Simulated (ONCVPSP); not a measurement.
# How the qcut of the s channel shapes an ONCV potential for F

One potential is built and tested. Then the qcut of the s channel is changed, to learn what it costs or gains.

The numbers are computed with ONCVPSP 4.0.1 (PBE, scalar-relativistic, spin-unpolarised reference atom).

1 further run of the same task is left out (it didn't finish).

### 1 The atom and the settings

Typed settings, in words:

| Item | Value |
| --- | --- |
| element | fluorine (F, Z = 9) |
| type | optimised norm-conserving Vanderbilt (ONCV) |
| frozen core | none |
| valence charge | 9 |
| reference configuration | 1s2 2s2 2p3 (charge +2) |
| partial waves | 1s+2s: rc 0.40 bohr, ncon 5, nbas 8, qcut 44.6 1/bohr, 2 projectors; 2p: rc 1.70 bohr, ncon 3, nbas 7, qcut 9 1/bohr, 3 projectors, debl 0.5 Ha |
| local potential | polynomial inside 0.30 bohr (lpopt 5, dvloc0 0 Ha) |
| core correction | not asked for |

The outer shells as boxes (Hund's rule for the drawing; the calculation is spin-unpolarised):

```
1s [↑↓]
2s [↑↓]
2p [↑ ][↑ ][↑ ]
```

The nodes and maxima of the atom's own shells, from an earlier all-electron run, set the scale for the radii.

All-electron outer shells of the reference configuration (PBE, scalar-relativistic, ld1.x):

| shell | level (eV) | outermost node (bohr) | outermost maximum (bohr) |
| --- | --- | --- | --- |
| 1s | -710.26 | – | 0.11 |
| 2s | -67.99 | 0.24 | 0.73 |
| 2p | -49.00 | – | 0.66 |

### 2 Generation of the first potential

Contents of F.dat:

```
# ATOM AND REFERENCE CONFIGURATION
# atsym  z   nc   nv     iexc    psfile
  F 9.00    0    3        4      upf
#
#   n    l    f
    1    0    2.00
    2    0    2.00
    2    1    3.00
#
# PSEUDOPOTENTIAL AND OPTIMIZATION
# lmax
    1
#
#   l,   rc,      ep,       ncon, nbas, qcut
    0    0.40    0.00    5    8   44.60
    1    1.70    0.00    3    7    9.00
#
# LOCAL POTENTIAL
# lloc, lpopt,  rc(5),   dvloc0
    4    5    0.30    0.00
#
# VANDERBILT-KLEINMAN-BYLANDER PROJECTORs
# l, nproj, debl
    0    2    0.60
    1    3    0.50
#
# MODEL CORE CHARGE
# icmod, fcfact, rcfact
    0    0.00    0.00
#
# LOG DERIVATIVE ANALYSIS
# epsh1, epsh2, depsh
  -12.00    5.00    0.04
#
# OUTPUT GRID
# rlmax, drl
    6.00    0.01
#
# TEST CONFIGURATIONS
# ncnf
    4
# nvcnf
#   n    l    f
    3
    1    0    2.00
    2    0    2.00
    2    1    5.00
#
    3
    1    0    2.00
    2    0    2.00
    2    1    4.00
#
    3
    1    0    2.00
    2    0    2.00
    2    1    2.00
#
    3
    1    0    2.00
    2    0    1.00
    2    1    5.00
#
```

Command:

```console
oncvpsp.x < F.dat > F.out
```

What the program wrote to F.out (without the consistency checks and plot data):

```text
ONCVPSP  (Optimized Norm-Conservinng Vanderbilt PSeudopotential)
scalar-relativistic version 4.0.1

#   n    l    f        energy (Ha)
    1    0    2.00    -2.6101457E+01
    2    0    2.00    -2.4986589E+00
    2    1    3.00    -1.8008314E+00

Reference configufation results
  iterations    22
  all-electron total energy (Ha)   -9.76211871D+01

Begin loop to  construct optimized pseudo wave functions
and semi-local pseudopoentials for all angular momenta

Calculating optimized projector #   1

 for l=   0

    Fraction of norm inside rc  0.963563
    Optimizing pswf for qcut=  44.65 a_B^-1,  ecut= 996.70 Ha
    Residual kinetic energy error=  7.41D-09 Ha

    Energy error per electron        Cutoff
         Ha          eV             Ha
         0.01000     0.27211      491.45
         0.00100     0.02721      601.21
         0.00010     0.00272      695.06
         0.00001     0.00027      778.41

Calculating optimized projector #   2

 for l=   0

    Fraction of norm inside rc  0.052459
    Optimizing pswf for qcut=  44.65 a_B^-1,  ecut= 996.70 Ha
    Residual kinetic energy error=  7.11D-09 Ha

    Energy error per electron        Cutoff
         Ha          eV             Ha
         0.01000     0.27211      394.04
         0.00100     0.02721      531.67
         0.00010     0.00272      657.99
         0.00001     0.00027      765.10

WARNING wellstate: negative energy specified for n= 3 l=  1
WARNING scattering state with energy  0.25000000
WARNING will be used for the first projector

   Wellstate for l =  1  n =  4
     eigenvalue =   0.2500
     asymptotic potential =   0.7500
     half-point radius =  4.7135

   Wellstate for l =  1  n =  4
     eigenvalue =   0.7500
     asymptotic potential =   1.2500
     half-point radius =  3.4351

Calculating optimized projector #   1

 for l=   1

    Fraction of norm inside rc  0.942464
    Optimizing pswf for qcut=   9.00 a_B^-1,  ecut=  40.51 Ha
    Residual kinetic energy error=  1.97D-07 Ha

    Energy error per electron        Cutoff
         Ha          eV             Ha
         0.01000     0.27211       22.01
         0.00100     0.02721       27.44
         0.00010     0.00272       31.81
         0.00001     0.00027       35.20

Calculating optimized projector #   2

 for l=   1

    Fraction of norm inside rc  0.081419
    Optimizing pswf for qcut=   9.00 a_B^-1,  ecut=  40.51 Ha
    Residual kinetic energy error=  3.38D-07 Ha

    Energy error per electron        Cutoff
         Ha          eV             Ha
         0.01000     0.27211       19.44
         0.00100     0.02721       26.22
         0.00010     0.00272       31.47
         0.00001     0.00027       35.51

Calculating optimized projector #   3

 for l=   1

    Fraction of norm inside rc  0.117481
    Optimizing pswf for qcut=   9.00 a_B^-1,  ecut=  40.51 Ha
    Residual kinetic energy error=  7.55D-07 Ha

    Energy error per electron        Cutoff
         Ha          eV             Ha
         0.01000     0.27211       21.28
         0.00100     0.02721       27.90
         0.00010     0.00272       32.98
         0.00001     0.00027       36.77

Construct Vanderbilt / Kleinmman-Bylander projectors

B matrix Hermiticity error, ll=   0
   1   2    6.7010E-03

  Orthonormal projector coefficients -6.9303E+01 -1.8046E+01

B matrix Hermiticity error, ll=   1
   1   2   -7.5513E-05
   1   3   -1.0239E-04
   2   3   -1.0966E-05

  Orthonormal projector coefficients  1.2701E+01 -2.0946E+00 -1.5840E+00

Pseudoatom total energy  -95.601567

Diagnostic tests using Vanderbilt-Kleinman-Bylander pseudopotentials
  1 or more projectors used as specified by nproj input data

   l    rcore       rmatch      e in        delta e   norm test  slope test

   0   0.4015457   0.4137375 -26.1014569  -0.0001151   1.0006793   1.0005453
   0   0.4015457   0.4137375  -2.4986589   0.0001534   1.0001400   1.0001298

   1   1.7078368   1.7596904  -1.8008314  -0.0000029   1.0000580   1.0000602
   1   1.7078368   1.7596904   0.2500000  -0.0000128   1.0001018   1.0001018
   1   1.7078368   1.7596904   0.7500000  -0.0000068   1.0001074   1.0001074

 Testing for bound ghosts
   n   l    E NL Schr. Eq   E Basis Diag.   E Cutoff

   1   0      -26.101572      -26.101467   1634.12
   2   0       -2.498506       -0.916983   1634.12

   2   1       -1.800834       -1.800595    104.14

 Testing for highly-localized positive-energy ghosts
       l    <radius>/rc     E Basis Diag.   E Cutoff

Test configuration 0

   n   l     f        eae           eps        diff
   1   0  2.0000  -26.10145694  -26.10157201   -1.15D-04
   2   0  2.0000   -2.49865894   -2.49850553    1.53D-04
   2   1  3.0000   -1.80083139   -1.80083425   -2.86D-06

    Total energies and differences
      AE_ref= -9.76211871D+01  AE_tst= -9.76211871D+01  dif=  0.00D+00
      PS_ref= -9.56015673D+01  PS_tst= -9.56015673D+01  dif= -2.84D-14
      PSP excitation error=  2.84D-14

Test configuration 1

   n   l     f        eae           eps        diff
   1   0  2.0000  -24.37853201  -24.44831863   -6.98D-02
   2   0  2.0000   -1.09878951   -1.09157598    7.21D-03
   2   1  5.0000   -0.40834358   -0.42004339   -1.17D-02

    Total energies and differences
      AE_ref= -9.76211871D+01  AE_tst= -9.97443626D+01  dif= -2.12D+00
      PS_ref= -9.56015673D+01  PS_tst= -9.77478886D+01  dif= -2.15D+00
      PSP excitation error=  2.31D-02

Test configuration 2

   n   l     f        eae           eps        diff
   1   0  2.0000  -25.14104769  -25.19337030   -5.23D-02
   2   0  2.0000   -1.74146106   -1.74215258   -6.92D-04
   2   1  4.0000   -1.04032161   -1.05467900   -1.44D-02

    Total energies and differences
      AE_ref= -9.76211871D+01  AE_tst= -9.90317940D+01  dif= -1.41D+00
      PS_ref= -9.56015673D+01  PS_tst= -9.70212068D+01  dif= -1.42D+00
      PSP excitation error=  9.03D-03

Test configuration 3

   n   l     f        eae           eps        diff
   1   0  2.0000  -27.24451375  -27.14663906    9.79D-02
   2   0  2.0000   -3.35182559   -3.33684668    1.50D-02
   2   1  2.0000   -2.67390524   -2.63417728    3.97D-02

    Total energies and differences
      AE_ref= -9.76211871D+01  AE_tst= -9.53928083D+01  dif=  2.23D+00
      PS_ref= -9.56015673D+01  PS_tst= -9.33905379D+01  dif=  2.21D+00
      PSP excitation error=  1.73D-02

Test configuration 4

   n   l     f        eae           eps        diff
   1   0  2.0000  -25.14260214  -25.29039307   -1.48D-01
   2   0  1.0000   -1.74771231   -1.75775292   -1.00D-02
   2   1  5.0000   -1.04486635   -1.06758792   -2.27D-02

    Total energies and differences
      AE_ref= -9.76211871D+01  AE_tst= -9.83297974D+01  dif= -7.09D-01
      PS_ref= -9.56015673D+01  PS_tst= -9.63323863D+01  dif= -7.31D-01
      PSP excitation error=  2.22D-02
```

Wall time 1.9 s (1 thread, shared host).

The projector energies used in the p channel were -1.801, 0.250, 0.750 Ha; the program set a typed value aside.

All-electron and pseudo partial waves u(r) = r·R(r), from the program's wave files:

| r (bohr) | 1s AE | 1s PS | 2p AE | 2p PS |
| --- | --- | --- | --- | --- |
| 0.085 | 2.0595 | 1.9685 | 0.1257 | 0.0393 |
| 0.170 | 1.9663 | 2.0915 | 0.3560 | 0.1505 |
| 0.255 | 1.4295 | 1.4520 | 0.5802 | 0.3158 |
| 0.340 | 0.9342 | 0.9339 | 0.7601 | 0.5099 |
| 0.425 | 0.5787 | 0.5783 | 0.8884 | 0.7046 |
| 0.510 | 0.3472 | 0.3469 | 0.9685 | 0.8744 |
| 0.595 | 0.2039 | 0.2037 | 1.0071 | 1.0010 |
| 0.680 | 0.1179 | 0.1178 | 1.0126 | 1.0750 |
| 0.765 | 0.0675 | 0.0675 | 0.9931 | 1.0961 |
| 0.850 | 0.0383 | 0.0383 | 0.9559 | 1.0721 |
| 0.935 | 0.0216 | 0.0216 | 0.9067 | 1.0148 |
| 1.020 | 0.0121 | 0.0121 | 0.8502 | 0.9375 |
| 1.105 | 0.0068 | 0.0068 | 0.7898 | 0.8520 |
| 1.190 | 0.0038 | 0.0038 | 0.7280 | 0.7672 |
| 1.275 | 0.0021 | 0.0021 | 0.6668 | 0.6883 |
| 1.360 | 0.0012 | 0.0012 | 0.6075 | 0.6173 |
| 1.445 | 0.0006 | 0.0006 | 0.5510 | 0.5545 |
| 1.530 | 0.0004 | 0.0004 | 0.4978 | 0.4986 |
| 1.615 | 0.0002 | 0.0002 | 0.4482 | 0.4483 |
| 1.700 | 0.0001 | 0.0001 | 0.4024 | 0.4024 |
| 1.785 | 0.0001 | 0.0001 | 0.3604 | 0.3603 |
| 1.870 | 0.0000 | 0.0000 | 0.3220 | 0.3219 |
| 1.955 | 0.0000 | 0.0000 | 0.2870 | 0.2870 |
| 2.040 | 0.0000 | 0.0000 | 0.2554 | 0.2554 |
| 2.125 | 0.0000 | 0.0000 | 0.2268 | 0.2268 |
| 2.210 | 0.0000 | 0.0000 | 0.2011 | 0.2011 |

### 3 Transferability, from the output's test configurations

Excitation and ionisation energies from 1s2 2s2 2p3, with the error of the potential.

```csv
valence configuration,charge,ΔE all-electron (eV),error AE − PS (meV)
1s2 2s2 2p5,0,-57.776,+629
1s2 2s2 2p4,+1,-38.385,+246
1s2 2s2 2p2,+3,60.636,+471
1s2 2s1 2p5,+1,-19.283,+604
```

### 4 Logarithmic derivatives

Taken from the files of the generation run. The phase is arctan(r·R′/R) of the radial function R, unwrapped, with energies in Ha. A pole is an energy at which the radial function vanishes at the test radius. The pseudo phase is shifted by a multiple of π to meet the all-electron one at the reference energy. Levels narrower than the energy grid can be missing from the poles. The last column is the largest difference on the grid between −0.5 and +0.5 Ha.

| channel | radius (bohr) | reference (Ha) | poles AE | poles PS | window around the reference with phases within 0.05 rad (Ha) | largest difference near zero (rad) |
| --- | --- | --- | --- | --- | --- | --- |
| s | 0.41 | -2.50 | none | none | the whole range | 0.000 |
| p | 1.73 | -1.80 | -1.56, 3.70 | -1.56, 3.70 | the whole range | 0.000 |

Phases (rad) along the scan:

| E (Ha) | s AE | s PS | p AE | p PS |
| --- | --- | --- | --- | --- |
| -11.96 | 1.135 | 1.135 | 1.429 | 1.429 |
| -11.08 | 1.108 | 1.108 | 1.422 | 1.422 |
| -10.20 | 1.080 | 1.080 | 1.414 | 1.414 |
| -9.32 | 1.051 | 1.051 | 1.404 | 1.404 |
| -8.44 | 1.021 | 1.021 | 1.393 | 1.393 |
| -7.56 | 0.989 | 0.989 | 1.378 | 1.378 |
| -6.68 | 0.955 | 0.955 | 1.360 | 1.360 |
| -5.80 | 0.919 | 0.919 | 1.336 | 1.336 |
| -4.92 | 0.880 | 0.880 | 1.302 | 1.302 |
| -4.04 | 0.838 | 0.838 | 1.246 | 1.246 |
| -3.16 | 0.793 | 0.793 | 1.129 | 1.129 |
| -2.28 | 0.744 | 0.744 | 0.480 | 0.480 |
| -1.40 | 0.691 | 0.691 | -1.679 | -1.679 |
| -0.52 | 0.634 | 0.634 | -2.106 | -2.106 |
| 0.36 | 0.571 | 0.572 | -3.218 | -3.218 |
| 1.24 | 0.504 | 0.504 | -4.260 | -4.260 |
| 2.12 | 0.431 | 0.431 | -4.529 | -4.529 |
| 3.00 | 0.353 | 0.353 | -4.647 | -4.647 |
| 3.88 | 0.269 | 0.270 | -4.727 | -4.727 |
| 4.76 | 0.181 | 0.182 | -4.804 | -4.804 |

### 5 Plane-wave cutoff and ghosts

Read off the output, the cutoffs (Ha) at which the residual kinetic energy of the hardest occupied pseudo-wave falls to 1 and 0.1 mHa per electron: 601 Ha and 695 Ha.

The program's own ghost test: no bound ghost flagged; no localised positive-energy state flagged.

Cutoff (Ha) at which the first wave of each channel reaches a given error (Ha per electron):

| error | s | p |
| --- | --- | --- |
| 1.0e-02 | 491.5 | 22.0 |
| 3.2e-03 | 548.3 | 25.0 |
| 1.0e-03 | 601.2 | 27.4 |
| 3.2e-04 | 650.8 | 29.6 |
| 1.0e-04 | 695.1 | 31.8 |
| 3.2e-05 | 738.9 | 33.6 |
| 1.0e-05 | 778.4 | 35.2 |

### 6 Variant: qcut of the s channel (1/bohr) = 48.7

Changes to F.dat since step 2:

```diff
@@ -14,3 +14,3 @@
 #   l,   rc,      ep,       ncon, nbas, qcut
-    0    0.40    0.00    5    8   44.60
+    0    0.40    0.00    5    8   48.70
     1    1.70    0.00    3    7    9.00
```

Command:

```console
oncvpsp.x < F.dat > F.out
```

What the program wrote to F.out (without the consistency checks and plot data):

```text
ONCVPSP  (Optimized Norm-Conservinng Vanderbilt PSeudopotential)
scalar-relativistic version 4.0.1

[... all-electron levels as in step 2 ...]

Begin loop to  construct optimized pseudo wave functions
and semi-local pseudopoentials for all angular momenta

Calculating optimized projector #   1

 for l=   0

    Fraction of norm inside rc  0.963563
    Optimizing pswf for qcut=  48.72 a_B^-1,  ecut=1186.62 Ha
    Residual kinetic energy error=  2.91D-09 Ha

    Energy error per electron        Cutoff
         Ha          eV             Ha
         0.01000     0.27211      542.20
         0.00100     0.02721      672.84
         0.00010     0.00272      787.94
         0.00001     0.00027      892.80

Calculating optimized projector #   2

 for l=   0

    Fraction of norm inside rc  0.052459
    Optimizing pswf for qcut=  48.72 a_B^-1,  ecut=1186.62 Ha
    Residual kinetic energy error=  3.86D-10 Ha

    Energy error per electron        Cutoff
         Ha          eV             Ha
         0.01000     0.27211      421.30
         0.00100     0.02721      577.40
         0.00010     0.00272      718.37
         0.00001     0.00027      842.44

WARNING wellstate: negative energy specified for n= 3 l=  1
WARNING scattering state with energy  0.25000000
WARNING will be used for the first projector

   Wellstate for l =  1  n =  4
     eigenvalue =   0.2500
     asymptotic potential =   0.7500
     half-point radius =  4.7135

   Wellstate for l =  1  n =  4
     eigenvalue =   0.7500
     asymptotic potential =   1.2500
     half-point radius =  3.4351

Calculating optimized projector #   1

 for l=   1

    Fraction of norm inside rc  0.942464
    Optimizing pswf for qcut=   9.00 a_B^-1,  ecut=  40.51 Ha
    Residual kinetic energy error=  1.97D-07 Ha

    Energy error per electron        Cutoff
         Ha          eV             Ha
         0.01000     0.27211       22.01
         0.00100     0.02721       27.44
         0.00010     0.00272       31.81
         0.00001     0.00027       35.20

Calculating optimized projector #   2

 for l=   1

    Fraction of norm inside rc  0.081419
    Optimizing pswf for qcut=   9.00 a_B^-1,  ecut=  40.51 Ha
    Residual kinetic energy error=  3.38D-07 Ha

    Energy error per electron        Cutoff
         Ha          eV             Ha
         0.01000     0.27211       19.44
         0.00100     0.02721       26.22
         0.00010     0.00272       31.47
         0.00001     0.00027       35.51

Calculating optimized projector #   3

 for l=   1

    Fraction of norm inside rc  0.117481
    Optimizing pswf for qcut=   9.00 a_B^-1,  ecut=  40.51 Ha
    Residual kinetic energy error=  7.55D-07 Ha

    Energy error per electron        Cutoff
         Ha          eV             Ha
         0.01000     0.27211       21.28
         0.00100     0.02721       27.90
         0.00010     0.00272       32.98
         0.00001     0.00027       36.77

Construct Vanderbilt / Kleinmman-Bylander projectors

B matrix Hermiticity error, ll=   0
   1   2    6.7010E-03

  Orthonormal projector coefficients -7.3069E+01 -1.7542E+01

B matrix Hermiticity error, ll=   1
   1   2   -7.5513E-05
   1   3   -1.0239E-04
   2   3   -1.0966E-05

  Orthonormal projector coefficients  1.2701E+01 -2.0946E+00 -1.5840E+00

Pseudoatom total energy  -95.664302

Diagnostic tests using Vanderbilt-Kleinman-Bylander pseudopotentials
  1 or more projectors used as specified by nproj input data

   l    rcore       rmatch      e in        delta e   norm test  slope test

   0   0.4015457   0.4137375 -26.1014569  -0.0001505   1.0006795   1.0005445
   0   0.4015457   0.4137375  -2.4986589   0.0001514   1.0001385   1.0001302

   1   1.7078368   1.7596904  -1.8008314  -0.0000029   1.0000580   1.0000602
   1   1.7078368   1.7596904   0.2500000  -0.0000128   1.0001018   1.0001018
   1   1.7078368   1.7596904   0.7500000  -0.0000068   1.0001074   1.0001074

 Testing for bound ghosts
   n   l    E NL Schr. Eq   E Basis Diag.   E Cutoff

   1   0      -26.101607      -26.101498   1634.12
   2   0       -2.498508       -0.916987   1634.12

   2   1       -1.800834       -1.800595    104.14

 Testing for highly-localized positive-energy ghosts
       l    <radius>/rc     E Basis Diag.   E Cutoff

Test configuration 0

   n   l     f        eae           eps        diff
   1   0  2.0000  -26.10145694  -26.10160741   -1.50D-04
   2   0  2.0000   -2.49865894   -2.49850753    1.51D-04
   2   1  3.0000   -1.80083139   -1.80083425   -2.86D-06

    Total energies and differences
      AE_ref= -9.76211871D+01  AE_tst= -9.76211871D+01  dif=  0.00D+00
      PS_ref= -9.56643024D+01  PS_tst= -9.56643024D+01  dif=  1.14D-13
      PSP excitation error= -1.14D-13

Test configuration 1

   n   l     f        eae           eps        diff
   1   0  2.0000  -24.37853201  -24.44865850   -7.01D-02
   2   0  2.0000   -1.09878951   -1.09158743    7.20D-03
   2   1  5.0000   -0.40834358   -0.42004216   -1.17D-02

    Total energies and differences
      AE_ref= -9.76211871D+01  AE_tst= -9.97443626D+01  dif= -2.12D+00
      PS_ref= -9.56643024D+01  PS_tst= -9.78106228D+01  dif= -2.15D+00
      PSP excitation error=  2.31D-02

Test configuration 2

   n   l     f        eae           eps        diff
   1   0  2.0000  -25.14104769  -25.19357400   -5.25D-02
   2   0  2.0000   -1.74146106   -1.74216032   -6.99D-04
   2   1  4.0000   -1.04032161   -1.05467855   -1.44D-02

    Total energies and differences
      AE_ref= -9.76211871D+01  AE_tst= -9.90317940D+01  dif= -1.41D+00
      PS_ref= -9.56643024D+01  PS_tst= -9.70839418D+01  dif= -1.42D+00
      PSP excitation error=  9.03D-03

Test configuration 3

   n   l     f        eae           eps        diff
   1   0  2.0000  -27.24451375  -27.14648435    9.80D-02
   2   0  2.0000   -3.35182559   -3.33683932    1.50D-02
   2   1  2.0000   -2.67390524   -2.63417530    3.97D-02

    Total energies and differences
      AE_ref= -9.76211871D+01  AE_tst= -9.53928083D+01  dif=  2.23D+00
      PS_ref= -9.56643024D+01  PS_tst= -9.34532738D+01  dif=  2.21D+00
      PSP excitation error=  1.74D-02

Test configuration 4

   n   l     f        eae           eps        diff
   1   0  2.0000  -25.14260214  -25.29159039   -1.49D-01
   2   0  1.0000   -1.74771231   -1.75779986   -1.01D-02
   2   1  5.0000   -1.04486635   -1.06758530   -2.27D-02

    Total energies and differences
      AE_ref= -9.76211871D+01  AE_tst= -9.83297974D+01  dif= -7.09D-01
      PS_ref= -9.56643024D+01  PS_tst= -9.63950926D+01  dif= -7.31D-01
      PSP excitation error=  2.22D-02
```

Run time: 1.9 s. Hardware: 1 thread, shared host.

The projector energies used in the p channel were -1.801, 0.250, 0.750 Ha; the program set a typed value aside.

Energies count from the reference configuration 1s2 2s2 2p3; the error is all-electron less pseudo.

```tsv
valence configuration	charge	ΔE all-electron (eV)	error AE − PS (meV)
1s2 2s2 2p5	0	-57.776	+629
1s2 2s2 2p4	+1	-38.385	+246
1s2 2s2 2p2	+3	60.639	+473
1s2 2s1 2p5	+1	-19.282	+604
```

Against the first potential, the loose cutoff goes from 601 Ha to 673 Ha, the largest test error stays at +629 meV and there is no bound ghost.

### 7 Comparison

Cutoffs, loose and tight: the cutoffs (Ha) at which the residual kinetic energy of the hardest occupied pseudo-wave falls to 1 and 0.1 mHa per electron; empty and scattering waves don't count. The number of plane waves in a given cell goes as the cutoff to the power 3/2; it is given for the loose cutoff, relative to the first potential. Test errors are all-electron less pseudo. The phase difference is the largest within 0.5 Ha of zero, over the channels with partial waves.

```csv
qcut of the s channel (1/bohr),outcome,"cutoff, loose","cutoff, tight","plane waves, relative",bound ghosts,largest test error (meV),phase difference near zero (rad),"swept channel's first wave, loose cutoff"
44.6 (first),generated,601 Ha,695 Ha,1.00,none,+629,0.000,601 Ha
48.7,generated,673 Ha,788 Ha,1.18,none,+629,0.000,673 Ha
```

**Reading.** The loose cutoff is 601 Ha at 44.6 and 673 Ha at 48.7. The largest test error is 629 meV at 44.6 and 629 meV at 48.7.

The first potential by itself. The worst unpolarised test, 1s2 2s2 2p5, is off by 629 meV on 57.8 eV; by total energies transferability rates as poor. That test lies far up in energy; among those under 40 eV, nearer to bonding, the largest error is 604 meV. The potential is very hard: the looser tolerance needs 601 Ha. No bound ghost shows below the valence levels.
